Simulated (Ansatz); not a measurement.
# SnTe: the cost of one run

Program: Ansatz 0.2.0. Level of theory: DFT LDA, scalar-relativistic. These are calculated values, not measurements.

## Step 1: Starting point

It takes space group Fm-3m (No. 225, cubic). The conventional cell has a = 6.313 Å, b = 6.313 Å, c = 6.313 Å, α = 90.00°, β = 90.00°, γ = 90.00°. Sn (site symmetry m-3m) has 6 Te at 3.16 Å as nearest neighbours. Around Te (site symmetry m-3m) lie 6 Sn at 3.16 Å.

As a file:

```
CELL_PARAMETERS angstrom
0.00000 3.15650 3.15650
3.15650 0.00000 3.15650
3.15650 3.15650 0.00000
ATOMIC_POSITIONS crystal
Sn 0.00000 0.00000 0.00000
Te 0.50000 0.50000 0.50000
```

Atoms are numbered in the order of the input: Sn1, Te2.

## Step 2: After the deformation

Space group Fm-3m before, R-3m after.

## Step 3: Full-potential LAPW

Contents of input.yaml:

```yaml
crystal:
  lattice:
    - [-0.031565, 3.1407175, 3.1407175]
    - [3.1407175, -0.031565, 3.1407175]
    - [3.1407175, 3.1407175, -0.031565]
  atoms:
    - { symbol: Sn, position: [0.0, 0.0, 0.0] }
    - { symbol: Te, position: [0.5, 0.5, 0.5] }
kpoints:
  mp_grid: { grid: [11, 11, 11] }
  band_path:
    path:
      - [0.0, 0.0, 0.0]
      - [0.5, 0.5, 0.5]
      - [0.2525443832, 0.5, 0.7474556168]
      - [-0.2525443832, 0.2525443832, 0.5]
      - [0.0, 0.0, 0.5]
      - [0.0, 0.0, 0.0]
      - [-0.3762721916, 0.0, 0.3762721916]
      - [0.0, 0.3762721916, 0.6237278084]
      - [0.0, 0.5, 0.5]
    npoints: 5
scf:
  occupations: { method: fermi_dirac, width: 0.08 }
hamiltonian:
  xc: lda
  pseudopotentials: { kind: all_electron, lapw: { basis_error: 0.00025 } }
output:
  forces: true
  stress: true
  eigenvalues: true
```

On the command line:

```sh
ansatz run input.yaml --threads 1 --pin off --max-ram 3072MiB --backend cpu --events-out ev --progress --plain --runs-dir out
```

Q: Estimate wall time and peak memory on 1 thread of Intel Xeon Platinum 8488C (Sapphire Rapids), shared host.

About 34 s, with a peak of 0.77 GiB.
